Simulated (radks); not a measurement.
# Ionisation of Sr: one atom, several choices of relativity

One table from this session's results is given with a row withheld; the runs are named, their logs left out.

Program: radks (a radial shooting solver on a logarithmic mesh, Libxc functionals) version 1. Level of theory: Kohn-Sham, PBEsol, spin-unpolarised, spherical densities. These are calculated values, not measurements, unless marked.

2 further runs of the same task are left out: 2 set aside as unsound or not needed.

### What is computed

| Item | Value |
| --- | --- |
| element | strontium (Z = 38) |
| charge | 0 |
| electrons | 38 |
| configuration | [Kr] 5s2 |
| ion | Sr⁺, [Kr] 5s1 |
| choices | non-relativistic; scalar-relativistic; Dirac, 2j+1 shares; scalar-relativistic, finite nucleus; Dirac, 2j+1 shares, finite nucleus; Dirac, c × 2; Dirac, c × 0.75; Dirac, c × 0.85 |

Outer shells as boxes (Hund's rule):

Sr
```
[Kr] core
5s [↑↓]
```

Sr⁺
```
[Kr] core
5s [↑ ]
```

The first run:

The run's settings:

```text
Z 38
configuration [Kr] 5s2
relativity non-relativistic
functional pbe_sol,pbe_sol
spin unpolarised
nucleus point
```

Steps of the session up to this table: non-relativistic: Sr.

One table of the session follows, with a row left open; its other results are not shown here.

It belongs to the step «non-relativistic: Sr». From the orbitals of this run (lengths in bohr):

| level | <r> | outermost maximum (interpolated) | 90 % within | nodes |
| --- | --- | --- | --- | --- |
| 2s | 0.1771 | 0.149 | 0.273 | 1 |
| 2p | 0.1523 | 0.118 | 0.248 | 0 |
| 3s | 0.5038 | 0.446 | 0.747 | 2 |
| 3p | 0.5036 | 0.435 | 0.764 | 1 |
| 3d | 0.4969 | 0.376 | 0.805 | 0 |
| 4s | ? | ? | ? | ? |
| 4p | 1.574 | 1.33 | 2.36 | 2 |
| 5s | 4.381 | 3.75 | 6.47 | 4 |

Estimate the missing values for 4s.

The run gave: <r>: 1.384; outermost maximum (interpolated): 1.21; 90 % within: 2.03; nodes: 3. In the column «<r>» it lies between 3s (0.5038) and 4p (1.574).

To keep in mind: Spin polarisation and multiplet splitting of open shells are left out at every level.
